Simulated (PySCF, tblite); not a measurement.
# C₅H₄O₂S− (doublet): geometry, infrared bands and EPR parameters

Aim: predict the infrared bands and EPR parameters of C₅H₄O₂S− (doublet) (`[O-][C](O)c1ccsc1`).

The runs use tblite 0.8.0 and PySCF 2.14.0, with density-fitted response routines of our own; the level of theory stands in each step. All values are computed, except where a source is named. Atoms count from 0, in the outputs and in this text.

## (1) The molecule as given

12 atoms, charge -1, multiplicity 2; geometry from: force field or distance geometry start.

Bonds of the start (Å): O0–C1 1.25, C1–O2 1.38, C1–C3 1.43, C3–C4 1.43, C4–C5 1.38, C5–S6 1.71, S6–C7 1.72, C7–C3 1.38, O2–H8 0.97, C4–H9 1.08, C5–H10 1.08, C7–H11 1.08.

## (2) Geometry optimisation with GFN2-xTB

The job: settings as JSON, then the geometry in Å.

```
{"job": {"kind": "relax", "xc": "GFN2-xTB", "basis": "xTB"}, "charge": -1, "multiplicity": 2}
O      1.838300     1.162600     1.210200
C      1.507800     0.146100     0.556300
O      2.363700    -0.876400     0.196900
C      0.136300     0.004000     0.159200
C     -0.941000     0.909000     0.437500
C     -2.149800     0.485800    -0.087400
S     -1.999600    -1.011100    -0.893500
C     -0.318800    -1.089200    -0.543600
H      3.225900    -0.611900     0.542100
H     -0.814100     1.835100     0.981500
H     -3.101000     0.987100    -0.025600
H      0.253600    -1.941800    -0.883700
```

Command:

```sh
> OMP_NUM_THREADS=1 python probes_run.py task.json out
```

This one command runs all jobs of the session in turn.

**Question.** This job is followed by: GFN2-xTB harmonic vibrations, gas phase; UKS B3LYP, pcH-1 on C H O S, non-relativistic, mean-field spin-orbit, GIAO. What will the session give for the following? strongest single infrared mode (GFN2-xTB); zero-point energy (GFN2-xTB); g(iso) (B3LYP); ⟨S²⟩; largest a(iso).

The runs gave:

| quantity | value |
| --- | --- |
| strongest single infrared mode (GFN2-xTB) | 1660 cm⁻¹, 947 km/mol |
| zero-point energy (GFN2-xTB) | 46.9 kcal/mol |
| g(iso) (B3LYP) | 2.00393 |
| ⟨S²⟩ | 0.758 (exact 0.75) |
| largest a(iso) | 13C on C7, 51.7 MHz |

**Reading.** Over 23 steps the energy fell by 0.246 eV; of the close pairs, C5–S6 changed most, 1.707 to 1.751 Å. The lowest mode is imaginary (26i cm⁻¹), so the xTB geometry is not a minimum: the zero-point energy counts the real modes alone, and all values at this geometry belong to a saddle point. The strongest single mode, at 1660 cm⁻¹, moves mainly C1. GFN2-xTB is a fitted tight-binding method: band positions and strengths are rough. Its intensities can rank the bands wrongly. The largest share of the spin, 0.57 e, sits on C7. The isotropic g lies 1.6 ppt above the free-electron value.
